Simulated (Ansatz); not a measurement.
# CH5NOSi: two geometries relaxed

Aim: relax the geometries before and after the rotation by 120° about the Si2–C3 bond, and see whether they are two minima and how far apart in energy. SMILES of the start: N[SiH2]C=O.

Program: Ansatz 0.2.0. Level of theory: RKS PBE-D4/def2-SVP. These are calculated values, not measurements.

### 1 The structure to begin with

Bond lengths: N1–Si2 1.647 Å, Si2–C3 1.857 Å, C3–O4 1.217 Å, N1–H5 1.058 Å, N1–H6 1.074 Å, Si2–H7 1.500 Å, Si2–H8 1.483 Å, C3–H9 1.114 Å. Angles: N1–Si2–C3 113.3°, N1–Si2–H7 106.3°, N1–Si2–H8 106.4°, C3–Si2–H7 112.3°, C3–Si2–H8 112.5°, H7–Si2–H8 105.3°, Si2–N1–H5 111.1°, Si2–N1–H6 109.5°, H5–N1–H6 100.9°, Si2–C3–O4 120.7°, Si2–C3–H9 119.4°, O4–C3–H9 119.4°.

Structure file:

```xyz
9

N    -1.1837    0.1747   -0.8887
Si    0.3596   -0.1193   -0.3928
C     0.4921   -0.4724    1.4258
O     0.3100    0.4097    2.2440
H    -1.1969    0.6210   -1.8484
H    -1.6076    0.9611   -0.2926
H     1.1689    1.0759   -0.8012
H     0.8627   -1.2374   -1.2272
H     0.8833   -1.4596    1.7639
```

### 2 Relaxing end A

input.yaml

```yaml
crystal:
  periodic: [false, false, false]
  atoms:
    - { symbol: "N", position_ang: [-1.1837, 0.1747, -0.8887] }
    - { symbol: Si, position_ang: [0.3596, -0.1193, -0.3928] }
    - { symbol: C, position_ang: [0.4921, -0.4724, 1.4258] }
    - { symbol: O, position_ang: [0.31, 0.4097, 2.244] }
    - { symbol: H, position_ang: [-1.1969, 0.621, -1.8484] }
    - { symbol: H, position_ang: [-1.6076, 0.9611, -0.2926] }
    - { symbol: H, position_ang: [1.1689, 1.0759, -0.8012] }
    - { symbol: H, position_ang: [0.8627, -1.2374, -1.2272] }
    - { symbol: H, position_ang: [0.8833, -1.4596, 1.7639] }
basis:
  gaussian: { orbitals: def2-SVP }
hamiltonian:
  xc: pbe
  dispersion: d4
relax:
  f_tol: 0.015
  max_steps: 40
```

The run is started by

```sh
ansatz run input.yaml --threads 1 --pin off --max-ram 2048MiB --backend cpu --events-out ev --progress --plain --runs-dir out
```

Output, cut to the lines that bear on the results:

```text
Warning: RAYON_NUM_THREADS=1 ignored (pool sized by the plan → 1); use --threads N
[...]
Functional definition: PBE
[...]
959 factors; their error is unknown
[...]
mean field -12516.73362279 eV, -459.9814764907 hartree, gradient 5.8e-5 eV, S^2 0.000000; 0 other end points of the search recorded, 0 dependent functions left out
[...]
reference -12516.73365453 eV, -459.9814776572 hartree; 20, 20 occupied and 65, 65 virtual orbitals, 959 factors
relax step   1: F+E_penalty+E_count = -12516.89090422 eV  Δ(F+E_penalty+E_count) = +0.000e0 eV  max|allowed force component| = 4.228e0 eV/Å  Δτ_max = 0.0000 Å  (26 SCF iters, accepted)
[...]
relax step   4: F+E_penalty+E_count = -12517.35373927 eV  Δ(F+E_penalty+E_count) = -6.050e-2 eV  max|allowed force component| = 2.045e0 eV/Å  Δτ_max = 0.2000 Å  (35 SCF iters, accepted)
[...]
relax step   7: F+E_penalty+E_count = -12517.44401829 eV  Δ(F+E_penalty+E_count) = -2.918e-2 eV  max|allowed force component| = 2.541e-1 eV/Å  Δτ_max = 0.1998 Å  (35 SCF iters, accepted)
[...]
relax step  10: F+E_penalty+E_count = -12517.48060594 eV  Δ(F+E_penalty+E_count) = -1.392e-2 eV  max|allowed force component| = 6.204e-2 eV/Å  Δτ_max = 0.0970 Å  (29 SCF iters, accepted)
[...]
relax step  11: F+E_penalty+E_count = -12517.49255170 eV  Δ(F+E_penalty+E_count) = -1.195e-2 eV  max|allowed force component| = 2.455e-1 eV/Å  Δτ_max = 0.0982 Å  (30 SCF iters, accepted)
[...]
relax step  12: F+E_penalty+E_count = -12517.46400081 eV  Δ(F+E_penalty+E_count) = +2.855e-2 eV  max|allowed force component| = 1.325e0 eV/Å  Δτ_max = 0.1468 Å  (35 SCF iters, rejected (line search))
[...]
959 factors; their error is unknown
mean field -12517.34575162 eV, -460.0039718103 hartree, gradient 1.9e-5 eV, S^2 0.000000; 0 other end points of the search recorded, 0 dependent functions left out
```

### 3 The log goes on: end point A relaxed

The log, continued, cut to the lines that bear on the results:

```text
[...]
reference -12517.34578386 eV, -460.0039729950 hartree; 20, 20 occupied and 65, 65 virtual orbitals, 959 factors
relax step  13: F+E_penalty+E_count = -12517.50451208 eV  Δ(F+E_penalty+E_count) = -1.196e-2 eV  max|allowed force component| = 2.087e-1 eV/Å  Δτ_max = 0.0734 Å  (28 SCF iters, accepted)
[...]
relax step  15: F+E_penalty+E_count = -12517.52547589 eV  Δ(F+E_penalty+E_count) = -9.660e-3 eV  max|allowed force component| = 3.472e-1 eV/Å  Δτ_max = 0.1075 Å  (29 SCF iters, accepted)
[...]
relax step  17: F+E_penalty+E_count = -12517.53241987 eV  Δ(F+E_penalty+E_count) = -5.115e-4 eV  max|allowed force component| = 1.485e-1 eV/Å  Δτ_max = 0.0481 Å  (29 SCF iters, accepted)
[...]
relax step  19: F+E_penalty+E_count = -12517.53703574 eV  Δ(F+E_penalty+E_count) = -1.143e-3 eV  max|allowed force component| = 3.764e-2 eV/Å  Δτ_max = 0.0109 Å  (29 SCF iters, accepted)
[...]
Total energy: -12517.53715283 eV, -460.0110056749 hartree
Atom 0 at    -1.125616     0.409043    -0.856025 Å, force    -0.002082     0.002834    -0.001428 eV/Å
Atom 1 at     0.481807    -0.163763    -0.578740 Å, force     0.003709     0.001255    -0.001060 eV/Å
Atom 2 at     0.461144    -0.389515     1.353722 Å, force     0.006710    -0.005794     0.003230 eV/Å
Atom 3 at    -0.485067     0.030311     2.001995 Å, force    -0.001651     0.000948    -0.001447 eV/Å
Atom 4 at    -1.412319     0.946732    -1.673968 Å, force     0.004426    -0.003934     0.004420 eV/Å
Atom 5 at    -1.589219     0.724733     0.004448 Å, force    -0.002415     0.001444    -0.000117 eV/Å
Atom 6 at     1.629040     0.768997    -0.909709 Å, force    -0.002713     0.000426    -0.001511 eV/Å
Atom 7 at     0.797788    -1.478876    -1.244907 Å, force    -0.000960    -0.000278    -0.000354 eV/Å
Atom 8 at     1.330842    -0.893962     1.885984 Å, force    -0.005024     0.003099    -0.001733 eV/Å
Dipole moment:     0.112919     0.103974    -0.253433 e Å
```

It took 56 s on 1 thread of Intel Xeon Platinum 8259CL at 2.50GHz (Skylake/Cascade Lake), shared host; peak memory 0.16 GiB.

Step by step:

```tsv
step	energy from step 1 (eV)	largest force component (eV/Å)
1	0.0000	4.2277
2	-0.1584	2.7295
3	-0.4023	3.0377
4	-0.4628	2.0447
5	-0.5165	0.5073
6	-0.5239	0.4617
7	-0.5531	0.2541
8	-0.5758	0.1272
9x	-0.5237	1.2431
10	-0.5897	0.0620
11	-0.6016	0.2455
12x	-0.5731	1.3253
13	-0.6136	0.2087
14	-0.6249	0.2069
15	-0.6346	0.3472
16	-0.6410	0.2023
17	-0.6415	0.1485
18	-0.6450	0.1110
19	-0.6461	0.0376
20x	-0.6461	0.0406
21	-0.6462	0.0067
```

Step 1 is the start. 3 steps were tried and not accepted (marked x).

After: Bond lengths: N1–Si2 1.729 Å, Si2–C3 1.946 Å, C3–O4 1.221 Å, N1–H5 1.020 Å, N1–H6 1.027 Å, Si2–H7 1.515 Å, Si2–H8 1.508 Å, C3–H9 1.138 Å. Angles: N1–Si2–C3 100.8°, N1–Si2–H7 117.7°, N1–Si2–H8 114.4°, C3–Si2–H7 107.2°, C3–Si2–H8 109.9°, H7–Si2–H8 106.4°, Si2–N1–H5 124.4°, Si2–N1–H6 112.8°, H5–N1–H6 112.5°, Si2–C3–O4 119.7°, Si2–C3–H9 120.5°, O4–C3–H9 119.8°.

### 4 Relaxing end B

The second end starts from a geometry with the move made by hand.

input.yaml: that of step 2 with these lines changed.

```diff
@@ -6,3 +6,3 @@
     - { symbol: C, position_ang: [0.4921, -0.4724, 1.4258] }
-    - { symbol: O, position_ang: [0.31, 0.4097, 2.244] }
+    - { symbol: O, position_ang: [-0.23317, -1.29536, 1.95252] }
     - { symbol: H, position_ang: [-1.1969, 0.621, -1.8484] }
@@ -11,3 +11,3 @@
     - { symbol: H, position_ang: [0.8627, -1.2374, -1.2272] }
-    - { symbol: H, position_ang: [0.8833, -1.4596, 1.7639] }
+    - { symbol: H, position_ang: [1.13646, 0.17615, 2.06305] }
 basis:
```

The run is started by

```sh
ansatz run input.yaml --threads 1 --pin off --max-ram 2048MiB --backend cpu --events-out ev --progress --plain --runs-dir out
```

Output, cut to the lines that bear on the results:

```text
Warning: RAYON_NUM_THREADS=1 ignored (pool sized by the plan → 1); use --threads N
[...]
[... 1 set-up line as earlier in the session ...]
[...]
959 factors; their error is unknown
[...]
mean field -12516.69464998 eV, -459.9800442663 hartree, gradient 6.5e-5 eV, S^2 0.000000; 0 other end points of the search recorded, 0 dependent functions left out
[...]
reference -12516.69468165 eV, -459.9800454304 hartree; 20, 20 occupied and 65, 65 virtual orbitals, 959 factors
relax step   1: F+E_penalty+E_count = -12516.85258076 eV  Δ(F+E_penalty+E_count) = +0.000e0 eV  max|allowed force component| = 4.243e0 eV/Å  Δτ_max = 0.0000 Å  (28 SCF iters, accepted)
[...]
relax step   5: F+E_penalty+E_count = -12517.40629839 eV  Δ(F+E_penalty+E_count) = -7.529e-2 eV  max|allowed force component| = 4.886e-1 eV/Å  Δτ_max = 0.1998 Å  (35 SCF iters, accepted)
[...]
Total energy: -12517.53714670 eV, -460.0110054497 hartree
Atom 0 at    -1.158624     0.145837    -0.934795 Å, force     0.002904     0.000721    -0.000508 eV/Å
Atom 1 at     0.518503     0.009594    -0.537510 Å, force    -0.001335    -0.004239     0.000754 eV/Å
Atom 2 at     0.411800    -0.368974     1.368099 Å, force    -0.000149     0.002336    -0.001714 eV/Å
Atom 3 at    -0.660683    -0.271155     1.944368 Å, force    -0.000941    -0.001354     0.001624 eV/Å
Atom 4 at    -1.518524     0.645566    -1.747723 Å, force     0.001398     0.000331     0.001295 eV/Å
Atom 5 at    -1.756559     0.258063    -0.107234 Å, force    -0.000373     0.000226    -0.000358 eV/Å
Atom 6 at     1.384834     1.241429    -0.703187 Å, force    -0.001215     0.001606    -0.001656 eV/Å
Atom 7 at     1.235661    -1.112726    -1.244122 Å, force    -0.000795     0.000754    -0.000694 eV/Å
Atom 8 at     1.341982    -0.663244     1.952574 Å, force     0.000506    -0.000381     0.001256 eV/Å
Dipole moment:     0.099083     0.149574    -0.235613 e Å
```

Run time: 46 s. Hardware: 1 thread of Intel Xeon Platinum 8259CL at 2.50GHz (Skylake/Cascade Lake), shared host; peak memory 0.16 GiB.

Relaxation path:

```tsv
step	energy from step 1 (eV)	largest force component (eV/Å)
1	0.0000	4.2433
2	-0.3126	1.6619
3	-0.4364	2.2789
4	-0.4784	1.8062
5	-0.5537	0.4886
6	-0.5907	0.2697
7	-0.6256	0.2060
8	-0.6364	0.8225
9x	-0.6196	0.9801
10	-0.6580	0.4500
11	-0.6744	0.2649
12	-0.6815	0.0613
13	-0.6832	0.1980
14	-0.6840	0.1296
15	-0.6844	0.0397
16	-0.6845	0.0182
17	-0.6845	0.0042
```

Step 1 is the start. 1 step was tried and not accepted (marked x).

After: Bond lengths: N1–Si2 1.729 Å, Si2–C3 1.946 Å, C3–O4 1.221 Å, N1–H5 1.020 Å, N1–H6 1.027 Å, Si2–H7 1.515 Å, Si2–H8 1.508 Å, C3–H9 1.137 Å. Angles: N1–Si2–C3 100.8°, N1–Si2–H7 117.7°, N1–Si2–H8 114.4°, C3–Si2–H7 107.3°, C3–Si2–H8 109.9°, H7–Si2–H8 106.4°, Si2–N1–H5 124.3°, Si2–N1–H6 112.8°, H5–N1–H6 112.5°, Si2–C3–O4 119.6°, Si2–C3–H9 120.6°, O4–C3–H9 119.8°.

### 5 Outcome

```
                           quantity                     value
                              end A  17 moves, 0.646 eV lower
                              end B  15 moves, 0.685 eV lower
largest difference between the ends                    0.00 Å
            end B relative to end A                 +0.000 eV
```

Both starts fell into the same minimum (no atom differs by more than 0.00 Å), so from this start no second minimum was found and no band was run; another arrangement could still be one.
